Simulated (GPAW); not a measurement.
GaB in GPAW: convergence with basis set

Input of the first run (basis set lcao:sz(dzp)); the others differ in this setting and in those tied to it:

run.py

```python
from ase.dft.bandgap import bandgap
from ase.io import read, write
from gpaw import GPAW

atoms = read('GaB.xyz')

calc = GPAW(mode='lcao',
            h=0.16,
            basis='sz(dzp)',
            xc='PBE',
            kpts={'size': (6, 6, 5), 'gamma': True},
            occupations={'name': 'fermi-dirac', 'width': 0.05},
            convergence={'density': 1e-05, 'energy': 1e-05},
            maxiter=100,
            txt='gpaw.txt')
atoms.calc = calc
energy = atoms.get_potential_energy()
forces = atoms.get_forces()
calc.write('gs.gpw')
write('result.traj', atoms)
print(f'Energy: {energy:.6f} eV')
print('Forces (eV/A):')
print(forces.round(4))
print('Fermi level:', round(calc.get_fermi_level(), 4), 'eV')
print(f'Gap: {bandgap(calc)[0]:.4f} eV, direct: {bandgap(calc, direct=True)[0]:.4f} eV')
```

The input GaB.xyz:

```xyz
2
Lattice="2.7182400000 0.0000000000 0.0000000000 0.0000000000 2.7182400000 0.0000000000 0.0000000000 0.0000000000 3.2362100000" Properties=species:S:1:pos:R:3 pbc="T T T"
Ga     1.3751413066      1.3373006875      1.6779587040
B      0.0181850256     -0.0724247866      0.0597339642
```

Potentials or basis: GPAW PAW data sets (gpaw-data 1.2.1), lcao:sz(dzp).

Command:

```console
$ OMP_NUM_THREADS=1 python run.py
```

The cell isn't the ideal one: atoms moved at random, drawn with an rms of 0.1 Å.

The cell was built by a generator and needn't be a form met in nature.

Hardware: 1 thread of Arm Neoverse V2, on a shared host.

```csv
basis set,"energy less the tightest run, at zero smearing (meV/atom)",largest force (eV/Å),SCF cycles,CPU time (s),peak memory (GiB)
lcao:sz(dzp),339.38,0.067,8,110,0.15
lcao:szp(dzp),206.17,0.047,9,460,0.17
lcao:dz(dzp),179.92,0.037,9,160,0.16
lcao:dzp,133.02,0.047,9,580,0.19
fd,0.37,0.041,12,41,0.3
pw,0.00,0.040,9,17,0.17
```

Against the tightest run, the energy stays within 1 meV/atom from fd on; the largest force stays within 0.005 eV/Å from fd on. The tightest run that finished is the yardstick and may itself not be fully converged.

Caveat, for the tightest run too: the k mesh is coarse (spacing up to 0.39 Å⁻¹), so the values aren't converged.
